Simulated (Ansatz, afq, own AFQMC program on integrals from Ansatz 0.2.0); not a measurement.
# GeH₄Br (doublet): AFQMC on the coupled-cluster ladder at distance Ge1–H5 along a hydrogen transfer = 1.733 Å, cc-pVTZ

How near does AFQMC come to the top of the ladder for GeH₄Br (doublet)?

Computed with Ansatz 0.2.0, Gaussian basis, and an in-house AFQMC program (afq) on its integrals; all values are calculated. Level: cc-pVTZ, frozen cores.

To be run: PBE (unrestricted); CCSD(T) on UHF; r2SCAN (unrestricted); PBE0 (unrestricted); B3LYP (unrestricted); wB97M-V (unrestricted); B2PLYP (unrestricted); Phaseless AFQMC, CISD trial on UHF.

## Step 1: The system

The geometry derives from fragments relaxed apart (PBE0/def2-TZVP) and kept rigid, so it is no stationary point. A hydrogen atom is moved between rigid fragments. No spin-orbit coupling is included. The filled d shell of Ge, Br may be among the frozen orbitals whatever the setting's name suggests; the logs give the count.

6 atoms, charge 0, spin multiplicity 2.

Atoms are counted from 1 here; the program's logs count them from 0.

Bond lengths: Ge1–H2 1.534 Å, Ge1–H3 1.534 Å, Ge1–H4 1.534 Å, Ge1–H5 1.733 Å, H5–Br6 1.794 Å. Angles: H2–Ge1–H3 109.5°, H2–Ge1–H4 109.5°, H2–Ge1–H5 109.5°, H3–Ge1–H4 109.5°, H3–Ge1–H5 109.5°, H4–Ge1–H5 109.5°, Ge1–H5–Br6 180.0°.

## Step 2: PBE (unrestricted)

Contents of in.yaml:

```yaml
crystal:
  periodic: [false, false, false]
  atoms:
    - {symbol: Ge, position_ang: [-1.801183, 0.000000, 0.000000]}
    - {symbol: H, position_ang: [-2.312633, 1.446599, 0.000000]}
    - {symbol: H, position_ang: [-2.312633, -0.723300, 1.252792]}
    - {symbol: H, position_ang: [-2.312633, -0.723299, -1.252791]}
    - {symbol: H, position_ang: [-0.068183, 0.000000, 0.000000]}
    - {symbol: Br, position_ang: [1.725817, 0.000000, 0.000000]}
basis:
  gaussian: {orbitals: cc-pVTZ}
magnetization: {spin_polarized: true, initial_magnetization: 1}
hamiltonian: {xc: {name: PBE}}
output: {orbitals: {seedname: orbitals}}
```

Started as:

```sh
$ ansatz run in.yaml --threads 1 --pin off --events-out ev --progress --plain --max-ram 8192MiB --backend cpu
```

Log:

```text
Functional definition: PBE
  name "PBE"
  cite "Perdew, Burke & Ernzerhof, Phys. Rev. Lett. 77, 3865 (1996) doi:10.1103/PhysRevLett.77.3865"
  parent pbe
  parameter kappa = 0.804
  parameter beta = 0.06672455060314922
  exchange = pbe_x(kappa = kappa, mu = beta*pi^2/3)
  correlation = pbe_c(beta = beta)
971 factors; their error is unknown
mean field evaluation 1: about -126610.4142 eV, gradient 1.6e1 eV
mean field evaluation 2: about -126610.8542 eV, gradient 1.4e1 eV
mean field evaluation 4: about -126611.3196 eV, gradient 9.2e-1 eV
mean field evaluation 8: about -126611.3240 eV, gradient 1.1e-2 eV
mean field evaluation 16: about -126611.3176 eV, gradient 5.6e-5 eV
mean field evaluation 32: about -126611.0879 eV, gradient 5.0e0 eV
mean field -126611.31758766 eV, -4652.8801011132 hartree, gradient 5.6e-5 eV, S^2 0.752181; 3 other end points of the search recorded, 0 dependent functions left out
reference -126611.31762673 eV, -4652.8801025488 hartree; 36, 35 occupied and 106, 107 virtual orbitals, 971 factors
Total energy: -126611.31762673 eV, -4652.8801025488 hartree
```

Wall time 9.5 s (1 thread of AMD EPYC 7R13 (Zen 3), shared host); peak memory 2.1 GiB.

From the report: ⟨S²⟩ of the determinant 0.752 (pure doublet: 0.75).

## Step 3: CCSD(T) on UHF

Edit in.yaml of step 2 so:

```diff
@@ -12,3 +12,2 @@
 magnetization: {spin_polarized: true, initial_magnetization: 1}
-hamiltonian: {xc: {name: PBE}}
-output: {orbitals: {seedname: orbitals}}
+correlation: {method: ccsd_t, electrons: outside_noble_gas, hamiltonian_folder: ham}
```

Started as:

```sh
$ ansatz run in.yaml --threads 1 --pin off --events-out ev --progress --plain --max-ram 24576MiB --backend cuda --devices 0, --max-vram 18GiB
```

Log, shortened:

```text
Functional definition: HF
  name "HF"
  cite "Fock, Z. Phys. 61, 126 (1930) doi:10.1007/BF01340294"
  parent pbe
[...]
858 factors; integrals over basis functions are off by at most 1.1e-3 eV
[...]
mean field -126536.86665782 eV, -4650.1440799062 hartree, gradient 2.1e-6 eV, S^2 0.783841; 1 other end points of the search recorded, 0 dependent functions left out
determinant -126536.86665782 eV, -4650.1440799062 hartree, with singles and doubles -126546.15832382 eV, -4650.4855423334 hartree
determinant -126535.46221434 eV, -4650.0924675604 hartree, with singles and doubles -126544.67739480 eV, -4650.4311191957 hartree
28 core orbitals not correlated: weight in the atoms' cores, before any rotation towards them, 1.000 or more for the frozen orbitals, at most 0.000 for the correlated occupied ones
reference -126536.86665782 eV, -4650.1440799062 hartree; 8, 7 occupied and 106, 107 virtual orbitals, 858 factors
second order -7.91601898 eV of doubles, -0.00000000 eV of singles
cycle   1  -9.14227068 eV  change   -4.7e-1 eV  update   2.1e-2
[...]
cycle   9  -9.15744851 eV  change    3.4e-6 eV  update   7.2e-6
perturbative correction -0.29416106 eV, -0.0108102197 hartree
Total energy: -126546.31826740 eV, -4650.4914201515 hartree
```

Wall time 25 s (1 × NVIDIA H100 80GB HBM3 with 1 thread of AMD EPYC 7R13 (Zen 3), shared host); peak host memory 2.1 GiB.

From the report: ⟨S²⟩ of the determinant 0.784 (pure doublet: 0.75); correlation -9.4516 eV; T1 0.014; largest double amplitude 0.04.

This run also writes the integrals to the folder ham.

## Step 4: r2SCAN (unrestricted)

Edit in.yaml of step 3 so:

```diff
@@ -12,2 +12,2 @@
 magnetization: {spin_polarized: true, initial_magnetization: 1}
-correlation: {method: ccsd_t, electrons: outside_noble_gas, hamiltonian_folder: ham}
+hamiltonian: {xc: {name: r2SCAN}}
```

Started as:

```sh
$ ansatz run in.yaml --threads 1 --pin off --events-out ev --progress --plain --max-ram 8192MiB --backend cpu
```

Log:

```text
Functional definition: r2SCAN
  name "r2SCAN"
  cite "Furness, Kaplan, Ning, Perdew & Sun, J. Phys. Chem. Lett. 11, 8208 (2020) doi:10.1021/acs.jpclett.0c02405"
  cite "Furness, Kaplan, Ning, Perdew & Sun, J. Phys. Chem. Lett. 11, 9248 (2020) doi:10.1021/acs.jpclett.0c03077"
  parent r2scan
  parameter k0 = 0.174
  parameter k1 = 0.065
  parameter a1 = 4.9479
  exchange = r2scan_x(k0 = k0, k1 = k1, a1 = a1)
  correlation = r2scan_c
971 factors; their error is unknown
mean field evaluation 1: about -126629.4235 eV, gradient 1.2e1 eV
mean field evaluation 2: about -126629.7721 eV, gradient 9.0e0 eV
mean field evaluation 4: about -126629.9562 eV, gradient 4.1e-1 eV
mean field evaluation 8: about -126629.9514 eV, gradient 1.2e-1 eV
mean field evaluation 16: about -126629.9514 eV, gradient 8.6e-5 eV
mean field -126629.95144984 eV, -4653.5648829177 hartree, gradient 8.6e-5 eV, S^2 0.755851; 1 other end points of the search recorded, 0 dependent functions left out
reference -126629.95146372 eV, -4653.5648834276 hartree; 36, 35 occupied and 106, 107 virtual orbitals, 971 factors
Total energy: -126629.95146372 eV, -4653.5648834276 hartree
```

Wall time 17 s (1 thread of AMD EPYC 7R13 (Zen 3), shared host); peak memory 2.1 GiB.

From the report: ⟨S²⟩ of the determinant 0.756 (pure doublet: 0.75).

## Step 5: PBE0 (unrestricted)

Edit in.yaml of step 4 so:

```diff
@@ -12,2 +12,3 @@
 magnetization: {spin_polarized: true, initial_magnetization: 1}
-hamiltonian: {xc: {name: r2SCAN}}
+hamiltonian: {xc: {name: PBE0}}
+output: {orbitals: {seedname: orbitals}}
```

Same command.

Log:

```text
Functional definition: PBE0
  name "PBE0"
  cite "Adamo & Barone, J. Chem. Phys. 110, 6158 (1999) doi:10.1063/1.478522"
  cite "Perdew, Burke & Ernzerhof, Phys. Rev. Lett. 77, 3865 (1996) doi:10.1103/PhysRevLett.77.3865"
  parent pbe
  parameter a = 0.25
  parameter kappa = 0.804
  parameter beta = 0.06672455060314922
  exchange = (1 - a)*pbe_x(kappa = kappa, mu = beta*pi^2/3) + a*exact_x
  correlation = pbe_c(beta = beta)
1067 factors; their error is unknown
mean field evaluation 1: about -126614.5303 eV, gradient 1.0e1 eV
mean field evaluation 2: about -126614.7242 eV, gradient 7.7e0 eV
mean field evaluation 4: about -126614.8577 eV, gradient 4.0e-1 eV
mean field evaluation 8: about -126615.2901 eV, gradient 3.1e-1 eV
mean field evaluation 16: about -126615.2902 eV, gradient 4.0e-5 eV
mean field -126615.29022208 eV, -4653.0260927352 hartree, gradient 4.0e-5 eV, S^2 0.756161; 2 other end points of the search recorded, 0 dependent functions left out
reference -126615.29025157 eV, -4653.0260938188 hartree; 36, 35 occupied and 106, 107 virtual orbitals, 1067 factors
Total energy: -126615.29025157 eV, -4653.0260938188 hartree
```

Wall time 9.5 s (1 thread of AMD EPYC 7R13 (Zen 3), shared host); peak memory 2.1 GiB.

From the report: ⟨S²⟩ of the determinant 0.756 (pure doublet: 0.75).

## Step 6: B3LYP (unrestricted)

Edit in.yaml of step 5 so:

```diff
@@ -12,3 +12,2 @@
 magnetization: {spin_polarized: true, initial_magnetization: 1}
-hamiltonian: {xc: {name: PBE0}}
-output: {orbitals: {seedname: orbitals}}
+hamiltonian: {xc: {name: B3LYP}}
```

Same command.

Log, shortened:

```text
Functional definition: B3LYP
  name "B3LYP"
  cite "Stephens, Devlin, Chabalowski & Frisch, J. Phys. Chem. 98, 11623 (1994) doi:10.1021/j100096a001"
  cite "Becke, Phys. Rev. A 38, 3098 (1988) doi:10.1103/PhysRevA.38.3098"
  cite "Lee, Yang & Parr, Phys. Rev. B 37, 785 (1988) doi:10.1103/PhysRevB.37.785"
  cite "Vosko, Wilk & Nusair, Can. J. Phys. 58, 1200 (1980) doi:10.1139/p80-159"
[...]
1058 factors; their error is unknown
[...]
mean field -126632.99595227 eV, -4653.6767663184 hartree, gradient 3.7e-5 eV, S^2 0.754100; 2 other end points of the search recorded, 0 dependent functions left out
reference -126632.99620132 eV, -4653.6767754707 hartree; 36, 35 occupied and 106, 107 virtual orbitals, 1058 factors
Total energy: -126632.99620132 eV, -4653.6767754707 hartree
```

Run time: 10 s. Hardware: 1 thread of AMD EPYC 7R13 (Zen 3), shared host; peak memory 2.1 GiB.

From the report: ⟨S²⟩ of the determinant 0.754 (pure doublet: 0.75).

## Step 7: wB97M-V (unrestricted)

Edit in.yaml of step 6 so:

```diff
@@ -12,2 +12,3 @@
 magnetization: {spin_polarized: true, initial_magnetization: 1}
-hamiltonian: {xc: {name: B3LYP}}
+hamiltonian: {xc: {name: wB97M-V}}
+output: {orbitals: {seedname: orbitals}}
```

Same command.

Log, shortened:

```text
Functional definition: wB97M-V
  name "wB97M-V"
  cite "Mardirossian & Head-Gordon, J. Chem. Phys. 144, 214110 (2016) doi:10.1063/1.4952647"
  cite "Becke, J. Chem. Phys. 107, 8554 (1997) doi:10.1063/1.475007"
  cite "Vydrov & Van Voorhis, J. Chem. Phys. 133, 244103 (2010) doi:10.1063/1.3521275"
  # Of w^i u^j: cxij and so on, Table III.
[...]
  gx(w, u) = 1 - cx + cx01*u + cx10*w
  gss(w, u) = css00 + css04*u^4 + css10*w + css20*w^2 + css43*w^4*u^3
  gos(w, u) = cos00 + cos10*w + (cos20 + cos21*u)*w^2 + (cos60 + cos61*u)*w^6
[...]
      + integral(e_c_pw_mod_opposite_spin*gos(b97_w_opposite, b97_u_opposite)) + vv10(b, c)
1043 factors; their error is unknown
204 factors; integrals over basis functions are off by at most 4.1e-5 eV
[...]
mean field -126622.95123518 eV, -4653.3076297738 hartree, gradient 6.0e-5 eV, S^2 0.757476; 2 other end points of the search recorded, 0 dependent functions left out
reference -126622.95128110 eV, -4653.3076314614 hartree; 36, 35 occupied and 106, 107 virtual orbitals, 1043 factors
Total energy: -126622.95128110 eV, -4653.3076314614 hartree
```

It took 30 s on 1 thread of AMD EPYC 7R13 (Zen 3), shared host; peak memory 2.1 GiB.

From the report: ⟨S²⟩ of the determinant 0.757 (pure doublet: 0.75).

## Step 8: B2PLYP (unrestricted)

Edit in.yaml of step 7 so:

```diff
@@ -12,3 +12,3 @@
 magnetization: {spin_polarized: true, initial_magnetization: 1}
-hamiltonian: {xc: {name: wB97M-V}}
-output: {orbitals: {seedname: orbitals}}
+hamiltonian: {xc: {name: B2PLYP}}
+correlation: {electrons: outside_noble_gas}
```

Same command.

Log, shortened:

```text
Functional definition: B2PLYP
  name "B2PLYP"
  cite "Grimme, J. Chem. Phys. 124, 034108 (2006) doi:10.1063/1.2148954"
  cite "Becke, Phys. Rev. A 38, 3098 (1988) doi:10.1103/PhysRevA.38.3098"
  cite "Lee, Yang & Parr, Phys. Rev. B 37, 785 (1988) doi:10.1103/PhysRevB.37.785"
[...]
858 factors; integrals over basis functions are off by at most 1.1e-3 eV
[...]
mean field -126605.15889326 eV, -4652.6537732684 hartree, gradient 4.9e-6 eV, S^2 0.762790; 2 other end points of the search recorded, 0 dependent functions left out
28 core orbitals not correlated: weight in the atoms' cores, before any rotation towards them, 0.999 or more for the frozen orbitals, at most 0.001 for the correlated occupied ones
reference -126605.15905137 eV, -4652.6537790790 hartree; 8, 7 occupied and 106, 107 virtual orbitals, 858 factors
second order -9.76981735 eV of doubles, -0.00000000 eV of singles
Total energy: -126607.79690206 eV, -4652.7507183036 hartree
```

It took 16 s on 1 thread of AMD EPYC 7R13 (Zen 3), shared host; peak memory 2.1 GiB.

From the report: ⟨S²⟩ of the determinant 0.763 (pure doublet: 0.75).

## Step 9: Phaseless AFQMC, CISD trial on UHF

It reads the integrals that the CCSD(T) run on this determinant wrote.

Started as:

```sh
$ afq ham --method phaseless --trial cisd --walkers 600 --populations 10 --least-time 60 --time-step 0.005 --steps-per-block 50 --equilibration-blocks 28 --max-blocks 4000 --target-error 0.00023 --factor-cut 1e-05 --start spin_pure --seed 2328 --release-times 0.24,0.51,0.99,1.5 --release-step 0.03 --release-every 4 --taylor-order 6
```

Log:

```text
orbitals 114  electrons 8 7  factors 753 of 858
reference energy -4650.14407991 Eh
CCSD correlation -0.33653031 Eh in 11 cycles, weight of the determinant in the CISD state 0.8484
energy of the start -4650.478735 Eh
 block  time / (1/Eh)  mean weight  energy / Eh
     1     0.250  0.9995  -4650.472838
     2     0.500  0.9994  -4650.476226
     3     0.750  0.9997  -4650.480089
     4     1.000  0.9991  -4650.482725
     5     1.250  1.0008  -4650.485195
     6     1.500  1.0000  -4650.488157
     7     1.750  0.9995  -4650.490887
     8     2.000  1.0009  -4650.490460
     9     2.250  1.0003  -4650.491216
    10     2.500  1.0004  -4650.491123
    13     3.250  0.9999  -4650.491554
    16     4.000  0.9990  -4650.493301
    19     4.750  0.9999  -4650.492201
    22     5.500  0.9996  -4650.491470
    25     6.250  1.0008  -4650.491938
    28     7.000  1.0000  -4650.491746
    31     7.750  0.9995  -4650.494343
    34     8.500  1.0010  -4650.491736
    37     9.250  1.0011  -4650.492642
    40    10.000  0.9996  -4650.493692
    43    10.750  1.0001  -4650.492316
    46    11.500  0.9991  -4650.492753
    49    12.250  1.0002  -4650.491044
    52    13.000  0.9988  -4650.491488
    55    13.750  0.9991  -4650.492890
    58    14.500  1.0004  -4650.492163
    61    15.250  0.9986  -4650.493719
    64    16.000  0.9997  -4650.491707
    67    16.750  0.9998  -4650.492010
    70    17.500  1.0000  -4650.493458
    73    18.250  1.0005  -4650.492703
    76    19.000  1.0000  -4650.491301
    79    19.750  1.0003  -4650.491526
    82    20.500  0.9997  -4650.493909
    85    21.250  1.0006  -4650.493989
    88    22.000  1.0005  -4650.492559
    91    22.750  1.0005  -4650.493844
    94    23.500  1.0000  -4650.495925
    97    24.250  0.9997  -4650.493347
   100    25.000  0.9999  -4650.491688
   103    25.750  1.0005  -4650.491203
   106    26.500  0.9999  -4650.491545
   109    27.250  0.9999  -4650.493773
   112    28.000  1.0000  -4650.491126
   115    28.750  0.9998  -4650.491653
   118    29.500  0.9992  -4650.493240
   121    30.250  0.9987  -4650.493449
   124    31.000  1.0011  -4650.493327
   127    31.750  0.9996  -4650.492985
   130    32.500  1.0004  -4650.493899
   133    33.250  1.0000  -4650.493384
   136    34.000  1.0008  -4650.492793
   139    34.750  1.0005  -4650.493100
   142    35.500  1.0011  -4650.490701
   145    36.250  0.9998  -4650.491367
   148    37.000  1.0008  -4650.491758
error from the spread of 10 populations
released: time / (1/Eh)  energy / Eh  error  mean overlap
  0.24  -4650.492637  0.000206  0.9991
  0.51  -4650.492776  0.000267  1.0030
  0.99  -4650.492677  0.000173  1.0097
  1.50  -4650.493430  0.000246  0.9830
energy -4650.492568 +/- 0.000214 Eh
```

It took 2.2 min on 1 × NVIDIA H100 80GB HBM3 with 2 threads of AMD EPYC 7R13 (Zen 3), shared host; peak host memory 2.1 GiB.

Energy -126546.3495 ± 0.0058 eV. Caveats: constraint bias not in the error.

## Step 10: All levels side by side

On the UHF determinant, counted from CCSD(T) (a yardstick, not exact):

| level | energy (eV) | from CCSD(T) (kJ/mol) | statistical error (kJ/mol) | time |
| --- | --- | --- | --- | --- |
| HF | -126536.8667 | +911.9 |  |  |
| MP2 | -126544.7827 | +148.2 |  |  |
| CCSD | -126546.0241 | +28.4 |  |  |
| CCSD(T) | -126546.3183 | 0.0 |  |  |
| Phaseless AFQMC, CISD trial, step 0.005, 600 walkers | -126546.3495 | -3.0 | 0.6 | 2.2 min |

The functionals' totals stand on their own zeros and serve differences with other points: PBE -126611.318 eV; r2SCAN -126629.951 eV; PBE0 -126615.290 eV; B3LYP -126632.996 eV; wB97M-V -126622.951 eV; B2PLYP -126607.797 eV.

## Step 11: What came out

| quantity | value |
| --- | --- |
| Phaseless AFQMC, CISD trial on UHF from CCSD(T) | -3.0 ± 0.6 kJ/mol |

On UHF the phaseless walk with the CISD trial lies -3.0 kJ/mol from CCSD(T), 5 times its error bar. Error bars are statistical and leave out the constraint, the time step and what remains of the start.
